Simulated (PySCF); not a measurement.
# [BiO2]+: other spin states, a change of charge and excitations

How does [BiO2]+ respond at fixed geometry? The runs cover other spin states, a change of charge and excitations. The structure is generated, not taken from experiment.

Program: PySCF 2.14.0. Level of theory: BP86, Bi def2-SVP with ECP60, O def2-SVP; scalar-relativistic core potentials, no spin–orbit coupling. These are calculated values, not measurements.

4 further runs of the same task are left out: 2 for a known fault of the program, 2 that didn't finish.

## Step 1: The system as given

3 atoms, charge 1, spin multiplicity 1.

Bond lengths: Bi1–O2 1.921 Å, Bi1–O3 1.921 Å. Angles: O2–Bi1–O3 179.8°.

Coordinates:

```
Bi    0.0000    0.0000    0.3691
O     1.9209    0.0000    0.3722
O    -1.9209    0.0000    0.3722
```

Formal oxidation states: Bi +5. An earlier session relaxed this geometry at BP86, Bi def2-SVP with ECP60, O def2-SVP (singlet, point group D∞h).

Its energy there is -364.635048 Eh.

## Step 2: Multiplicity 3 at the relaxed geometry

Input file run.py (the lines that set the calculation):

```python
mol = gto.M(atom='''
Bi     0.00000     0.00000     0.36910
O      1.92086     0.00000     0.37221
O     -1.92086     0.00000     0.37221''',
    basis={'Bi': 'def2-SVP', 'O': 'def2-SVP'},
    ecp={'Bi': 'def2-SVP'},
    charge=1, spin=2)
mf = dft.UKS(mol, xc='B88,P86')
mf.grids.atom_grid = (50, 194)
mf = mf.density_fit()  # fitting sets: Bi def2-universal-JKFIT, O def2-universal-JKFIT
mf.conv_tol = 1e-08; mf.max_cycle = 55
mf.kernel(dm0)  # dm0: free metal ions and neutral atoms
```

Command:

```sh
$ OMP_NUM_THREADS=2 python run.py
```

What it wrote:

```text
init E= -373.467632918922
cycle= 1 E= -359.16306217539  delta_E= 14.3  |g|= 2.92  |ddm|= 5.51
cycle= 2 E= -353.814562658202  delta_E= 5.35  |g|= 4.18  |ddm|= 7.27
cycle= 3 E= -364.131524460315  delta_E= -10.3  |g|= 0.857  |ddm|= 3.77
cycle= 4 E= -364.587618509405  delta_E= -0.456  |g|= 0.146  |ddm|=  1.1
cycle= 5 E= -364.595834148781  delta_E= -0.00822  |g|= 0.0397  |ddm|= 0.178
cycle= 6 E= -364.596832622757  delta_E= -0.000998  |g|= 0.0099  |ddm|= 0.0741
cycle= 7 E= -364.596900323853  delta_E= -6.77e-05  |g|= 0.00633  |ddm|= 0.0205
cycle= 8 E= -364.596925821283  delta_E= -2.55e-05  |g|= 0.00164  |ddm|= 0.00871
cycle= 9 E= -364.596927408459  delta_E= -1.59e-06  |g|= 0.000127  |ddm|= 0.00213
cycle= 10 E= -364.596927418587  delta_E= -1.01e-08  |g|= 9.07e-05  |ddm|= 0.00042
cycle= 11 E= -364.596927385798  delta_E= 3.28e-08  |g|= 0.000283  |ddm|= 0.00028
cycle= 12 E= -364.596927424119  delta_E= -3.83e-08  |g|= 1.83e-05  |ddm|= 0.000204
cycle= 13 E= -364.596927424316  delta_E= -1.96e-10  |g|= 1.77e-06  |ddm|= 2.16e-05
Extra cycle  E= -364.5969274243  delta_E= 1.57e-11  |g|= 5.87e-06  |ddm|= 6.29e-06
converged SCF energy = -364.5969274243  <S^2> = 2.0623271  2S+1 = 3.0412675
```

It took 2.1 s on 2 threads of Arm Neoverse N1, shared host.

Read off: E = -364.596927 Eh (+1.037 eV from the relaxed state), HOMO -13.30 eV, LUMO -13.73 eV (over both spins), ⟨S²⟩ = 2.062, Mulliken charge on Bi1 +1.34 e. An empty level of one spin lies below a filled level of the other.

## Step 3: One electron removed, multiplicity 2

Changes to run.py (the lines that set the calculation) since step 2:

```diff
@@ -6,3 +6,3 @@
     ecp={'Bi': 'def2-SVP'},
-    charge=1, spin=2)
+    charge=2, spin=1)
 mf = dft.UKS(mol, xc='B88,P86')
@@ -11,2 +11,2 @@
 mf.conv_tol = 1e-08; mf.max_cycle = 55
-mf.kernel(dm0)  # dm0: free metal ions and neutral atoms
+mf.kernel(dm0)  # dm0: the density of the relaxed state
```

Command:

```sh
$ OMP_NUM_THREADS=2 python run.py
```

What it wrote:

```text
init E= -364.639172083644
cycle= 1 E= -363.90366351773  delta_E= 0.736  |g|= 0.357  |ddm|= 0.666
  HOMO = -0.943701413687  LUMO = -0.933751954589  gap/eV = 0.27074
cycle= 2 E= -363.588999676665  delta_E= 0.315  |g|= 0.878  |ddm|= 0.977
  HOMO = -0.828470341637  LUMO = -0.819985445593  gap/eV = 0.23089
cycle= 3 E= -363.961206163645  delta_E= -0.372  |g|= 0.107  |ddm|= 0.965
  HOMO = -0.814716992127  LUMO = -0.80491654846  gap/eV = 0.26668
cycle= 4 E= -363.836450608566  delta_E= 0.125  |g|= 0.531  |ddm|= 0.419
  HOMO = -0.818709179859  LUMO = -0.807286200626  gap/eV = 0.31084
cycle= 5 E= -363.964338923296  delta_E= -0.128  |g|= 0.0728  |ddm|=  0.4
  HOMO = -0.816916419253  LUMO = -0.804084087214  gap/eV = 0.34919
cycle= 6 E= -363.966656084424  delta_E= -0.00232  |g|= 0.0158  |ddm|= 0.0512
  HOMO = -0.8169646998  LUMO = -0.80381221116  gap/eV = 0.35790
cycle= 7 E= -363.966768804475  delta_E= -0.000113  |g|= 0.00367  |ddm|= 0.0139
  HOMO = -0.816784577798  LUMO = -0.803656922819  gap/eV = 0.35722
cycle= 8 E= -363.966775775502  delta_E= -6.97e-06  |g|= 0.000763  |ddm|= 0.00408
  HOMO = -0.816748156983  LUMO = -0.803624896187  gap/eV = 0.35710
cycle= 9 E= -363.966776004014  delta_E= -2.29e-07  |g|= 0.000358  |ddm|= 0.000524
  HOMO = -0.816737657729  LUMO = -0.8036133523  gap/eV = 0.35713
cycle= 10 E= -363.966776030258  delta_E= -2.62e-08  |g|= 0.000289  |ddm|= 0.000284
  HOMO = -0.816735823672  LUMO = -0.803611839617  gap/eV = 0.35712
cycle= 11 E= -363.966776065464  delta_E= -3.52e-08  |g|= 7.26e-05  |ddm|= 0.000168
  HOMO = -0.816737157993  LUMO = -0.803611990279  gap/eV = 0.35715
cycle= 12 E= -363.966776068027  delta_E= -2.56e-09  |g|= 4.38e-06  |ddm|= 6.57e-05
  HOMO = -0.81673776222  LUMO = -0.803612318263  gap/eV = 0.35716
Extra cycle  E= -363.966776067987  delta_E= 4e-11  |g|= 1.59e-05  |ddm|= 2.32e-05
converged SCF energy = -363.966776067987  <S^2> = 0.78223048  2S+1 = 2.0319749
```

Run time: 1.5 s. Hardware: 2 threads of Arm Neoverse N1, shared host.

It gives: E = -363.966776 Eh (+18.185 eV from the relaxed state), HOMO -22.22 eV, LUMO -21.87 eV (over both spins), ⟨S²⟩ = 0.782, Mulliken charge on Bi1 +1.87 e. 

## Step 4: One electron added, multiplicity 2

Changes to run.py (the lines that set the calculation) since step 3:

```diff
@@ -6,3 +6,3 @@
     ecp={'Bi': 'def2-SVP'},
-    charge=2, spin=1)
+    charge=0, spin=1)
 mf = dft.UKS(mol, xc='B88,P86')
```

Command:

```sh
$ OMP_NUM_THREADS=2 python run.py
```

What it wrote:

```text
init E= -364.638759971676
  HOMO = -0.477961649625  LUMO = -0.46861535839  gap/eV = 0.25433
cycle= 1 E= -364.920855276638  delta_E= -0.282  |g|= 0.34  |ddm|= 1.07
  HOMO = -0.101043019051  LUMO = -0.0684758512046  gap/eV = 0.88620
cycle= 2 E= -364.354596889164  delta_E= 0.566  |g|= 1.09  |ddm|= 1.22
  HOMO = -0.189381658038  LUMO = -0.147147308693  gap/eV = 1.14926
cycle= 3 E= -364.949861394204  delta_E= -0.595  |g|=  0.2  |ddm|= 1.05
  HOMO = -0.20272578958  LUMO = -0.158293298295  gap/eV = 1.20907
cycle= 4 E= -364.973204047076  delta_E= -0.0233  |g|= 0.0186  |ddm|= 0.266
  HOMO = -0.203094845523  LUMO = -0.157058622776  gap/eV = 1.25271
cycle= 5 E= -364.966391495274  delta_E= 0.00681  |g|= 0.125  |ddm|= 0.0933
  HOMO = -0.203319930096  LUMO = -0.157047549827  gap/eV = 1.25914
cycle= 6 E= -364.973310628197  delta_E= -0.00692  |g|= 0.0106  |ddm|= 0.0826
  HOMO = -0.203715895898  LUMO = -0.157222867163  gap/eV = 1.26514
cycle= 7 E= -364.973374411706  delta_E= -6.38e-05  |g|= 0.00112  |ddm|= 0.0096
  HOMO = -0.203902678968  LUMO = -0.157254536485  gap/eV = 1.26936
cycle= 8 E= -364.973375377711  delta_E= -9.66e-07  |g|= 0.000391  |ddm|= 0.00213
  HOMO = -0.203889600901  LUMO = -0.157222823697  gap/eV = 1.26987
cycle= 9 E= -364.973375493073  delta_E= -1.15e-07  |g|= 5.71e-05  |ddm|= 0.00053
  HOMO = -0.203884513598  LUMO = -0.157210943891  gap/eV = 1.27005
cycle= 10 E= -364.973375500272  delta_E= -7.2e-09  |g|= 2.59e-05  |ddm|= 0.000271
  HOMO = -0.203893292597  LUMO = -0.157220409854  gap/eV = 1.27003
Extra cycle  E= -364.973375493794  delta_E= 6.48e-09  |g|= 0.000118  |ddm|= 0.000117
converged SCF energy = -364.973375493794  <S^2> = 0.75479399  2S+1 = 2.0047883
```

Run time: 1.2 s. Hardware: 2 threads of Arm Neoverse N1, shared host.

Result: E = -364.973375 Eh (-9.206 eV from the relaxed state), HOMO -5.55 eV, LUMO -4.28 eV (over both spins), ⟨S²⟩ = 0.755, Mulliken charge on Bi1 +0.84 e. 

## Step 5: Singlet excitations, Tamm-Dancoff CAM-B3LYP

Changes to run.py (the lines that set the calculation) since step 4:

```diff
@@ -6,4 +6,4 @@
     ecp={'Bi': 'def2-SVP'},
-    charge=0, spin=1)
-mf = dft.UKS(mol, xc='B88,P86')
+    charge=1, spin=0)
+mf = dft.RKS(mol, xc='CAMB3LYP')
 mf.grids.atom_grid = (50, 194)
```

Command:

```sh
$ OMP_NUM_THREADS=2 python run.py
```

What it wrote:

```text
init E= -364.343411261092
  HOMO = -0.643754100388056  LUMO = -0.400200698444895  gap/eV = 6.62743
cycle= 1 E= -364.34824686001  delta_E= -0.00484  |g|= 0.127  |ddm|= 0.338
  HOMO = -0.612154455022935  LUMO = -0.37439955390845  gap/eV = 6.46964
cycle= 2 E= -364.33774181019  delta_E= 0.0105  |g|= 0.254  |ddm|= 0.326
  HOMO = -0.635138398480488  LUMO = -0.391882677910527  gap/eV = 6.61933
cycle= 3 E= -364.351957360793  delta_E= -0.0142  |g|= 0.00776  |ddm|= 0.21
  HOMO = -0.633725478162576  LUMO = -0.389563083609431  gap/eV = 6.64400
cycle= 4 E= -364.351977290097  delta_E= -1.99e-05  |g|= 0.00306  |ddm|= 0.0115
  HOMO = -0.633779631811067  LUMO = -0.38945742692664  gap/eV = 6.64835
cycle= 5 E= -364.351978897114  delta_E= -1.61e-06  |g|= 0.00259  |ddm|= 0.0059
  HOMO = -0.633770636695985  LUMO = -0.389439539399742  gap/eV = 6.64859
cycle= 6 E= -364.351980285381  delta_E= -1.39e-06  |g|= 0.000618  |ddm|= 0.00199
  HOMO = -0.633726379784826  LUMO = -0.389380541393557  gap/eV = 6.64899
cycle= 7 E= -364.351980392321  delta_E= -1.07e-07  |g|= 4.71e-05  |ddm|= 0.000834
  HOMO = -0.633723098161426  LUMO = -0.389375737147958  gap/eV = 6.64903
cycle= 8 E= -364.351980393637  delta_E= -1.32e-09  |g|= 4.66e-06  |ddm|= 0.000132
  HOMO = -0.633723261491244  LUMO = -0.389375544934996  gap/eV = 6.64904
Extra cycle  E= -364.35198039364  delta_E= -3.24e-12  |g|= 4.72e-06  |ddm|= 1.08e-05
converged SCF energy = -364.35198039364
```

Wall time 6.4 s (2 threads of Arm Neoverse N1, shared host).

It gives: E = -364.351980 Eh, HOMO -17.24 eV, LUMO -10.60 eV, Mulliken charge on Bi1 +1.53 e. 

Singlet excitations:

| state | energy (eV) | oscillator strength |
| --- | --- | --- |
| 1 | 2.05 | 0.0000 |
| 2 | 2.05 | 0.0000 |
| 3 | 3.39 | 0.0135 |
| 4 | 3.39 | 0.0135 |
| 5 | 3.92 | 0.0000 |
| 6 | 4.01 | 0.0109 |
| 7 | 4.13 | 0.0000 |
| 8 | 4.13 | 0.0000 |

## Step 6: Results

| state | energy from the relaxed state (eV) | ⟨S²⟩ | time |
| --- | --- | --- | --- |
| charge +1, singlet, vacuum (relaxed) | 0 | 0.00 |  |
| charge 0, doublet, vacuum | -9.21 | 0.75 | 1.2 s |
| charge +1, triplet, vacuum | 1.04 | 2.06 | 2.1 s |
| charge +2, doublet, vacuum | 18.18 | 0.78 | 1.5 s |

An electron taken off or put on is at rest in vacuum. 

In the excitation run (CAM-B3LYP), the lowest singlet lies at 2.05 eV (gaps between orbitals at other levels can't be set against it), and the brightest of the eight at 3.39 eV (f = 0.013); spin–orbit coupling would mix in triplets. Removing an electron vertically costs 18.18 eV (doublet), against −HOMO = 14.51 eV. Adding an electron vertically releases 9.21 eV (doublet). The triplet lies 1.04 eV above at this geometry. These are double-zeta-type bases without diffuse functions. Spin–orbit coupling is left out.
